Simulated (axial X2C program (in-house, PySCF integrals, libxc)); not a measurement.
**WF⁺: from the state search to constants**

Aim: find the lowest determinant of WF⁺, scan the bond at several levels and fit the constants, once spin-free and once with spin–orbit coupling.

The runs use an in-house X2C program for linear molecules on PySCF integrals; all-electron X2C, W dyall-cv3z, F dyall-av3z.

All values are calculated.

### Step 1. The job

Contents of task.json:

```json
{"zs": [74, 9], "q": 1, "bas": ["dyall-cv3z", "dyall-av3z"], "levels": ["PBE0", "HF", "B3LYP"], "cc": true, "r0": 2.01, "thr": -1.0, "nmax": 90, "npts": 10, "nst": 2, "ntry": 6}
```

Keys: zs atomic numbers; q charge; bas basis sets; levels methods (HF also brings MP2); cc coupled cluster on or off; r0 starting distance in Å; thr threshold in hartree for freezing inner shells (an s shell follows its p shell); nmax most natural virtual spinors; npts points asked for on the curve; nst determinants followed; ntry starts of the search.

Started as:

```
$ python so2c.py task.json out
```

Spin-free means the one-electron spin-free X2C Hamiltonian; two-component (2c) means X2C with spin–orbit coupling and atomic mean-field two-electron Coulomb and Gaunt terms. Basis: W dyall-cv3z contracted to [13s14p9d7f4g], F dyall-av3z contracted to [7s6p3d2f]; Gaussian nuclei, density fitting. Masses: W 183.951 u, F 18.998 u.

Notation: σ, π±, δ± give the projection m of an orbital's angular momentum (0, ±1, ±2), α and β its spin, Λ and M_S the sums; ω is the projection of a spinor's total angular momentum and Ω the sum. Logs are in hartree.

The results follow Hamiltonian by Hamiltonian and level by level.

### Step 2. Search for the lowest determinant

PBE0 moves the distance from 2.010 Å to 1.783 Å and compares determinants there.

Spin-free determinants:

```json
{"ΔE (eV)": "0.00", "state": "M_S = 2, Λ = 1", "open shells": "beyond closed shells: σα, π+α, δ+α, δ-α"}
{"ΔE (eV)": "0.96", "state": "M_S = 2, Λ = 0", "open shells": "beyond closed shells: π+α, π-α, δ+α, δ-α"}
{"ΔE (eV)": "0.96", "state": "M_S = 2, Λ = 2", "open shells": "beyond closed shells: σα, π+α, π-α, δ+α"}
{"ΔE (eV)": "1.13", "state": "M_S = 1, Λ = 1", "open shells": "beyond closed shells: σα, π+β, δ+α, δ-α"}
{"ΔE (eV)": "1.48", "state": "M_S = 1, Λ = 0", "open shells": "beyond closed shells: δ+α, δ-α"}
{"ΔE (eV)": "1.75", "state": "M_S = 1, Λ = 1", "open shells": "beyond closed shells: σβ, π+α, δ+α, δ-α"}
{"ΔE (eV)": "1.87", "state": "M_S = 1, Λ = 2", "open shells": "beyond closed shells: σα, δ+α, δ+β, δ-α"}
```

Two-component determinants:

```tsv
ΔE (eV)	state	open shells
0.00	Ω = 1	excess of +ω over −ω: ω = -3/2, ω = 5/2
0.31	Ω = 3	excess of +ω over −ω: ω = 1/2, ω = 5/2
1.07	Ω = 2	excess of +ω over −ω: ω = -1/2, ω = 5/2
1.11	Ω = 2	excess of +ω over −ω: 2 × ω = 1/2, ω = -3/2, ω = 5/2
1.34	Ω = 4	excess of +ω over −ω: ω = 3/2, ω = 5/2
1.45	Ω = 0	closed shell
1.49	Ω = 0	excess of +ω over −ω: ω = -1/2, 2 × ω = 3/2, ω = -5/2
```

### Step 3. PBE0, spin-free

State followed: M_S = 2, Λ = 1 (beyond closed shells: σα, π+α, δ+α, δ-α). The scan is laid around 1.783 Å, a first estimate of the minimum, and this SCF restarts from the orbitals of the search.

The SCF at the reference distance of 1.783 Å:

```text
spin-free X2C-1e  PBE0
basis functions 239  fitting functions 1166  grid points 5075
iter        total energy     max residual
   1     -16243.142594947     8.47e-06
   2     -16243.142594947     9.74e-06
converged
one-electron -22660.56034250  Coulomb 6558.48446280  exact exchange -83.33207276  xc functional -255.39702189  nuclear repulsion 197.66237940
```

Along the bond, energies from the lowest point:

```csv
R (Å),E (eV),μ (D),HOMO (eV),LUMO (eV),iterations
1.551,1.6261,-1.50,-12.49,-9.73,13
1.623,0.6682,-2.00,-12.86,-10.08,12
1.676,0.2619,-2.36,-13.11,-10.32,12
1.730,0.0550,-2.69,-13.34,-10.54,12
1.783,0.0000,-3.01,-13.54,-10.74,2
1.845,0.0776,-3.36,-13.75,-10.95,13
1.908,0.2645,-3.70,-13.93,-11.13,13
1.988,0.6103,-4.10,-14.13,-11.34,14
2.086,1.1252,-4.54,-14.33,-11.54,14
2.229,1.9372,-5.07,-14.53,-11.78,16
```

Dipoles are positive if F is the positive end and refer to the centre of mass.

Outer orbitals at the reference distance:

```tsv
symmetry	occupied	ε (eV)	atomic character
σα	yes	-20.42	78% F p, 15% W d, 3% F s
σβ	yes	-20.33	82% F p, 11% W d, 2% F s
π+α	yes	-19.87	79% F p, 16% W d, 2% W f
π-α	yes	-19.41	80% F p, 14% W d, 2% W f
π-β	yes	-19.33	84% F p, 9% W d, 3% W f
π+β	yes	-19.33	84% F p, 9% W d, 3% W f
δ+α	yes	-14.49	99% W d
δ-α	yes	-14.38	99% W d
σα	yes	-14.07	54% W s, 29% W d, 10% F p
π+α	yes	-13.54	78% W d, 12% F p, 4% W p
π-α	no	-10.74	78% W d, 10% F p, 5% W p
σβ	no	-9.18	64% W s, 17% W d, 9% F p
σα	no	-8.95	38% W d, 34% W p, 16% W s
π+β	no	-8.52	84% W d, 7% F p, 3% F d
```

PBE0 fields in the half plane through the axis: z from -2.4 to 3.9 Å across, distance from the axis 0.15 to 2.25 Å upwards; W lies at z = 0 and F at z = 1.783 Å; the ELF is damped to zero where the density is low.

log10 density (e/bohr³). Ten even steps from ' ' (-6.13 ) to '@' (1.80 ):
```
..::::----------------------::::::......    
::::------==============--------::::::....  
::::----======++++++==========------::::....
::----====++++++++++++++==========----::::..
::----====++++******++++++++++++++==----::..
::----==++++**######************++++==--::::
::----==++**####%%####****######**++==----::
::----==++**##%%@@%%##**####%%##**++++==--::
```

ELF. Ten even steps from '0' (0.00 ) to '9' (0.87 ):
```
0000122332100000000000
0001245554310000000000
0002356665320000000000
0012456665311111100000
0001245565312455320000
0000124676315888741000
0000036535527999962000
0000047535528729973000
```

Re = 1.779 Å, ωe = 798 cm⁻¹, ωexe = 3.08 cm⁻¹, Be = 0.3092 cm⁻¹, De = 5.05 eV, μ = -2.99 D.

### Step 4. HF, spin-free

Output at 1.783 Å:

```text
spin-free X2C-1e  HF
basis functions 239  fitting functions 1166  grid points 5075
iter        total energy     max residual
   1     -16237.741791343     8.95e-01
   2     -16237.791834737     2.08e-02
   3     -16237.793396421     2.03e-02
   4     -16237.795415894     1.86e-03
   5     -16237.795513746     1.31e-03
   6     -16237.795547035     5.21e-04
   7     -16237.795564408     2.31e-04
   8     -16237.795570583     1.31e-04
   9     -16237.795572227     5.91e-05
  10     -16237.795572743     3.13e-05
  11     -16237.795572921     9.39e-06
  12     -16237.795572941     2.52e-06
  13     -16237.795572942     6.90e-07
converged
one-electron -22662.35743760  Coulomb 6560.50785414  exact exchange -333.60836887  xc functional 0.00000000  nuclear repulsion 197.66237940
```

Re = 1.797 Å, ωe = 781 cm⁻¹, ωexe = 3.03 cm⁻¹, Be = 0.3033 cm⁻¹, De = 2.65 eV, μ = -4.19 D.

### Step 5. B3LYP, spin-free

The SCF at the reference distance of 1.783 Å:

```text
spin-free X2C-1e  B3LYP
basis functions 239  fitting functions 1166  grid points 5075
iter        total energy     max residual
   1     -16243.758024450     1.41e-01
   2     -16243.759344422     4.56e-03
   3     -16243.758752421     7.78e-03
   4     -16243.759557067     1.27e-03
   5     -16243.759554671     1.48e-03
   6     -16243.759581561     1.68e-04
   7     -16243.759582017     7.93e-05
   8     -16243.759582173     1.17e-05
   9     -16243.759582180     2.40e-06
  10     -16243.759582180     8.11e-07
converged
one-electron -22659.81983646  Coulomb 6557.72160799  exact exchange -66.65820265  xc functional -272.66553047  nuclear repulsion 197.66237940
```

Re = 1.791 Å, ωe = 784 cm⁻¹, ωexe = 3.03 cm⁻¹, Be = 0.3052 cm⁻¹, De = 5.22 eV, μ = -2.96 D.

### Step 6. Correlated methods, spin-free

Correlated methods: 12 electrons correlated (frozen shells, counted by type: W 5 s, 4 p, 2 d, 1 f; F 1 s), 314 virtual spinors in MP2, 90 natural virtuals in coupled cluster.

Output of the correlated part at 1.783 Å:

```text
correlated 12  virtual 314  natural virtual 90  E(MP2) -0.351827184  MP2 remainder -0.013156453
iter   CCSD correlation   residual
   1     -0.326977003   1.42e-01
   2     -0.336428868   8.19e-02
   3     -0.339892224   2.40e-02
   4     -0.340045983   1.07e-02
   5     -0.340087320   5.17e-03
   6     -0.340114642   2.42e-03
   7     -0.340098942   1.03e-03
   8     -0.340104265   3.48e-04
   9     -0.340101846   1.49e-04
  10     -0.340100733   6.18e-05
  11     -0.340100406   2.14e-05
  12     -0.340100322   8.79e-06
  13     -0.340100222   4.26e-06
  14     -0.340100287   1.83e-06
  15     -0.340100290   7.65e-07
(T) -0.013122550  T1 0.0299  D1 0.0620  max T2 0.060
```

T1 in the output is the amplitude norm over the root of the electron number; divide by √2 for the Lee–Taylor value.

MP2: Re = 1.796 Å, ωe = 780 cm⁻¹, Be = 0.3035 cm⁻¹, De = 5.21 eV.

CCSD: Re = 1.796 Å, ωe = 782 cm⁻¹, ωexe = 2.96 cm⁻¹, Be = 0.3033 cm⁻¹, De = 4.74 eV. T1 at Re = 0.021 (Lee–Taylor, the printed value over √2).

CCSD(T): Re = 1.800 Å, ωe = 777 cm⁻¹, ωexe = 2.94 cm⁻¹, Be = 0.3023 cm⁻¹, De = 4.95 eV. T1 at Re = 0.022 (Lee–Taylor, the printed value over √2).

### Step 7. A higher determinant, spin-free

State: M_S = 2, Λ = 0 (beyond closed shells: π+α, π-α, δ+α, δ-α).

Output at the reference distance:

```text
spin-free X2C-1e  PBE0
basis functions 239  fitting functions 1166  grid points 5075
iter        total energy     max residual
   1     -16243.107482550     1.01e-05
   2     -16243.107482551     1.06e-05
converged
one-electron -22665.23152996  Coulomb 6563.32385689  exact exchange -83.36852649  xc functional -255.49366239  nuclear repulsion 197.66237940
```

```csv
R (Å),E above the lowest PBE0 point (eV)
1.551,3.372
1.623,2.130
1.676,1.535
1.730,1.160
1.783,0.955
1.845,0.880
1.908,0.936
1.988,1.140
2.086,1.517
```

Re = 1.847 Å, ωe = 722 cm⁻¹, ωexe = 2.77 cm⁻¹, Be = 0.287 cm⁻¹, μ = -3.66 D. Te = 0.88 eV.

### Step 8. The spin-free curves together

Energy (eV) of the followed determinant, spin-free, from each level's lowest point:

```csv
R (Å),PBE0,HF,MP2,CCSD,CCSD(T),B3LYP
1.551,1.626,1.845,1.831,n/a,n/a,1.763
1.623,0.668,0.806,0.798,0.806,0.827,0.756
1.676,0.262,0.347,0.343,0.347,0.361,0.317
1.730,0.055,0.095,0.093,0.094,0.101,0.081
1.783,0.000,0.000,0.000,0.000,0.000,0.000
1.845,0.078,0.038,0.040,0.039,0.031,0.051
1.908,0.265,0.192,0.195,0.194,0.179,0.215
1.988,0.610,0.504,0.507,0.507,0.485,0.536
2.086,1.125,0.986,0.994,n/a,n/a,1.026
2.229,1.937,1.764,1.808,n/a,n/a,1.814
```

### Step 9. PBE0, 2c

State followed: Ω = 1 (excess of +ω over −ω: ω = -3/2, ω = 5/2). The scan is laid around 1.783 Å, a first estimate of the minimum, and this SCF restarts from the orbitals of the search.

Output at 1.783 Å:

```text
two-component X2C + atomic mean field  PBE0
basis functions 239  fitting functions 1166  grid points 5075
iter        total energy     max residual
   1     -16241.883832641     6.36e-06
   2     -16241.883832646     5.77e-06
   3     -16241.883832647     3.03e-06
converged
one-electron -22642.70459611  Coulomb 6555.82905169  exact exchange -83.30347027  xc functional -255.35332371  nuclear repulsion 197.66237940  atomic mean-field constant -14.01387366
```

Along the bond, energies from the lowest point:

```csv
R (Å),E (eV),μ (D),HOMO (eV),LUMO (eV),iterations
1.551,1.6138,-1.48,-12.69,-9.61,15
1.623,0.6631,-1.98,-13.05,-9.95,14
1.676,0.2598,-2.34,-13.29,-10.18,14
1.730,0.0545,-2.67,-13.51,-10.40,14
1.783,0.0000,-3.00,-13.71,-10.59,3
1.845,0.0773,-3.35,-13.91,-10.79,14
1.908,0.2631,-3.69,-14.09,-10.97,14
1.988,0.6070,-4.10,-14.28,-11.17,14
2.086,1.1194,-4.55,-14.44,-11.37,14
2.229,1.9285,-5.10,-14.57,-11.60,15
```

Dipoles are positive if F is the positive end and refer to the centre of mass.

Outer spinors at the reference distance:

```csv
ω,occupied,ε (eV),atomic character,λ mixture
1/2,yes,-20.41,"78% F p, 15% W d, 3% F s",100% σ
-1/2,yes,-20.35,"81% F p, 12% W d, 2% F s","96% σ, 4% π"
-1/2,yes,-19.87,"79% F p, 15% W d, 2% W f","96% π, 4% σ"
3/2,yes,-19.37,"80% F p, 14% W d, 3% W f",100% π
1/2,yes,-19.36,"84% F p, 9% W d, 3% W f",100% π
-3/2,yes,-19.31,"84% F p, 9% W d, 3% W f",100% π
-3/2,yes,-14.81,99% W d,"99% δ, 1% π"
1/2,yes,-14.07,"54% W s, 30% W d, 10% F p",100% σ
5/2,yes,-14.05,99% W d,100% δ
-1/2,yes,-13.71,"77% W d, 12% F p, 4% W p","98% π, 2% σ"
3/2,no,-10.59,"79% W d, 10% F p, 4% W p","98% π, 2% δ"
-1/2,no,-9.21,"64% W s, 16% W d, 8% F p","99% σ, 1% π"
1/2,no,-9.11,"48% W d, 26% W p, 13% W s","70% σ, 30% π"
3/2,no,-8.61,99% W d,"98% δ, 2% π"
```

PBE0 fields in the half plane through the axis: z from -2.4 to 3.9 Å across, distance from the axis 0.15 to 2.25 Å upwards; W lies at z = 0 and F at z = 1.783 Å; the ELF is damped to zero where the density is low.

log10 density (e/bohr³). Ten even steps from '0' (-6.13 ) to '9' (1.80 ):
```
1223333333333322211100
2233344444443333222110
2233444555444443332211
2334455555554444433221
2334455666555555543321
2334556777666666554322
2334567787766777654332
2334567898767787655432
```

ELF. Ten even steps from '0' (0.00 ) to '9' (0.87 ):
```
0000122332100000000000
0001245554310000000000
0002356665310000000000
0002356665311111100000
0001235565212455320000
0000124676315888741000
0000036535527999962000
0000047535528729973000
```

Re = 1.779 Å, ωe = 796 cm⁻¹, ωexe = 3.07 cm⁻¹, Be = 0.3092 cm⁻¹, De = 5.00 eV, μ = -2.98 D.

### Step 10. HF, 2c

The SCF at the reference distance of 1.783 Å:

```text
two-component X2C + atomic mean field  HF
basis functions 239  fitting functions 1166  grid points 5075
iter        total energy     max residual
   1     -16236.440919743     8.91e-01
   2     -16236.491204351     2.05e-02
   3     -16236.492801986     2.04e-02
   4     -16236.494828056     1.85e-03
   5     -16236.494945153     1.32e-03
   6     -16236.494988777     4.88e-04
   7     -16236.495018009     3.40e-04
   8     -16236.495032549     1.94e-04
   9     -16236.495037304     1.13e-04
  10     -16236.495039306     7.40e-05
  11     -16236.495040331     5.09e-05
  12     -16236.495040618     2.74e-05
  13     -16236.495040691     1.10e-05
  14     -16236.495040705     2.93e-06
  15     -16236.495040706     7.87e-07
converged
one-electron -22644.46663227  Coulomb 6557.81632576  exact exchange -333.49323994  xc functional 0.00000000  nuclear repulsion 197.66237940  atomic mean-field constant -14.01387366
```

Re = 1.796 Å, ωe = 778 cm⁻¹, ωexe = 3 cm⁻¹, Be = 0.3033 cm⁻¹, De = 2.58 eV, μ = -4.13 D.

### Step 11. B3LYP, 2c

Output at 1.783 Å:

```text
two-component X2C + atomic mean field  B3LYP
basis functions 239  fitting functions 1166  grid points 5075
iter        total energy     max residual
   1     -16242.506827598     1.40e-01
   2     -16242.508209338     4.55e-03
   3     -16242.507649148     7.74e-03
   4     -16242.508444335     1.25e-03
   5     -16242.508444475     1.47e-03
   6     -16242.508472594     1.70e-04
   7     -16242.508474341     9.15e-05
   8     -16242.508475395     2.96e-05
   9     -16242.508475531     1.29e-05
  10     -16242.508475560     4.84e-06
  11     -16242.508475565     1.14e-06
  12     -16242.508475565     3.15e-07
converged
one-electron -22641.97577376  Coulomb 6555.07726887  exact exchange -66.63512672  xc functional -272.62334970  nuclear repulsion 197.66237940  atomic mean-field constant -14.01387366
```

Re = 1.791 Å, ωe = 780 cm⁻¹, ωexe = 3.02 cm⁻¹, Be = 0.3051 cm⁻¹, De = 5.13 eV, μ = -2.96 D.

### Step 12. MP2 and beyond, 2c

Correlated methods: 12 electrons correlated (frozen shells, counted by type: W 5 s, 4 p, 2 d, 1 f; F 1 s), 314 virtual spinors in MP2, 90 natural virtuals in coupled cluster.

Output of the correlated part at 1.783 Å:

```text
correlated 12  virtual 314  natural virtual 90  E(MP2) -0.351573699  MP2 remainder -0.013335218
iter   CCSD correlation   residual
   1     -0.326682642   1.42e-01
   2     -0.336075943   8.10e-02
   3     -0.339505182   2.36e-02
   4     -0.339647625   1.04e-02
   5     -0.339686901   4.94e-03
   6     -0.339711869   2.28e-03
   7     -0.339697017   9.57e-04
   8     -0.339702149   3.23e-04
   9     -0.339699863   1.39e-04
  10     -0.339698854   5.85e-05
  11     -0.339698555   2.08e-05
  12     -0.339698470   8.89e-06
  13     -0.339698373   4.65e-06
  14     -0.339698445   2.30e-06
  15     -0.339698447   1.11e-06
(T) -0.013025659  T1 0.0296  D1 0.0605  max T2 0.058
```

MP2: Re = 1.796 Å, ωe = 777 cm⁻¹, Be = 0.3034 cm⁻¹, De = 5.10 eV.

CCSD: Re = 1.797 Å, ωe = 778 cm⁻¹, ωexe = 2.95 cm⁻¹, Be = 0.3032 cm⁻¹, De = 4.62 eV. T1 at Re = 0.021 (Lee–Taylor, the printed value over √2).

CCSD(T): Re = 1.800 Å, ωe = 773 cm⁻¹, ωexe = 2.93 cm⁻¹, Be = 0.3022 cm⁻¹, De = 4.82 eV. T1 at Re = 0.021 (Lee–Taylor, the printed value over √2).

### Step 13. A higher determinant, 2c

State: Ω = 3 (excess of +ω over −ω: ω = 1/2, ω = 5/2).

Output at the reference distance:

```text
two-component X2C + atomic mean field  PBE0
basis functions 239  fitting functions 1166  grid points 5075
iter        total energy     max residual
   1     -16241.872334720     9.51e-06
   2     -16241.872334727     5.09e-06
   3     -16241.872334728     3.53e-06
converged
one-electron -22642.62716801  Coulomb 6555.75927699  exact exchange -83.30235750  xc functional -255.35059196  nuclear repulsion 197.66237940  atomic mean-field constant -14.01387366
```

```csv
R (Å),E above the lowest PBE0 point (eV)
1.551,1.920
1.623,0.974
1.676,0.572
1.730,0.367
1.783,0.313
1.845,0.390
1.908,0.576
1.988,0.919
2.086,1.429
```

Re = 1.779 Å, ωe = 795 cm⁻¹, ωexe = 3.09 cm⁻¹, Be = 0.3092 cm⁻¹, μ = -3.01 D. Te = 0.31 eV.

### Step 14. The 2c curves together

Energy (eV) of the followed determinant, 2c, from each level's lowest point:

```csv
R (Å),PBE0,HF,MP2,CCSD,CCSD(T),B3LYP
1.551,1.614,1.830,1.818,n/a,n/a,1.745
1.623,0.663,0.799,0.793,0.801,0.822,0.750
1.676,0.260,0.344,0.341,0.345,0.359,0.315
1.730,0.055,0.094,0.093,0.094,0.101,0.081
1.783,0.000,0.000,0.000,0.000,0.000,0.000
1.845,0.077,0.038,0.039,0.038,0.031,0.050
1.908,0.263,0.192,0.192,0.191,0.177,0.212
1.988,0.607,0.502,0.502,0.501,0.480,0.529
2.086,1.119,0.983,0.984,n/a,n/a,1.015
2.229,1.928,1.761,1.788,n/a,n/a,1.796
```

Time for the job: 4.5 min (1 thread of Arm Neoverse V1, shared host); peak memory 0.84 GiB.

### Step 15. What came out

Lowest determinant that the search found at its distance, spin-free: M_S = 2, Λ = 1 (beyond closed shells: σα, π+α, δ+α, δ-α).

Lowest determinant that the search found at its distance, 2c: Ω = 1 (excess of +ω over −ω: ω = -3/2, ω = 5/2).

| Hamiltonian | level | Re (Å) | ωe (cm⁻¹) | De (eV) | μ (D) |
| --- | --- | --- | --- | --- | --- |
| spin-free | PBE0 | 1.779 | 798 | 5.05 | -2.99 |
| spin-free | HF | 1.797 | 781 | 2.65 | -4.19 |
| spin-free | MP2 | 1.796 | 780 | 5.21 | n/a |
| spin-free | CCSD | 1.796 | 782 | 4.74 | n/a |
| spin-free | CCSD(T) | 1.800 | 777 | 4.95 | n/a |
| spin-free | B3LYP | 1.791 | 784 | 5.22 | -2.96 |
| 2c | PBE0 | 1.779 | 796 | 5.00 | -2.98 |
| 2c | HF | 1.796 | 778 | 2.58 | -4.13 |
| 2c | MP2 | 1.796 | 777 | 5.10 | n/a |
| 2c | CCSD | 1.797 | 778 | 4.62 | n/a |
| 2c | CCSD(T) | 1.800 | 773 | 4.82 | n/a |
| 2c | B3LYP | 1.791 | 780 | 5.13 | -2.96 |

Dipoles are positive if F is the positive end and refer to the centre of mass.

Time per point (s) on 1 thread of Arm Neoverse V1, shared host (2c runs; CCSD comes with the CCSD(T) run); the times are rough: PBE0 1.2, HF 1.2, MP2 1.5, CCSD(T) 6.3, B3LYP 1.4.

At CCSD(T), going from spin-free to two-component changes Re by 0 mÅ, ωe by -0.5 %, which is small (part of it comes from the scalar share of the two-electron terms). De moves by -0.13 eV; both De rest on single-determinant atoms, which can miss part of an open shell's spin–orbit lowering.

De refers to W+ + F, each in the lowest determinant found, which need not be this curve's own limit. The state is a single determinant with fixed occupations, the lowest that a limited PBE0 search found. Dissociation energies refer to the lowest single-determinant-based atoms at the same level and basis. Density functionals use the spin component along the axis (collinear). Coupled cluster ran in a truncated set of natural virtual spinors; the MP2 energy of the rest was added. With several unpaired electrons one determinant need not be a pure state. With the outer-core shells frozen, correlated bond lengths of heavy atoms tend to come out a few hundredths of an ångström too long.
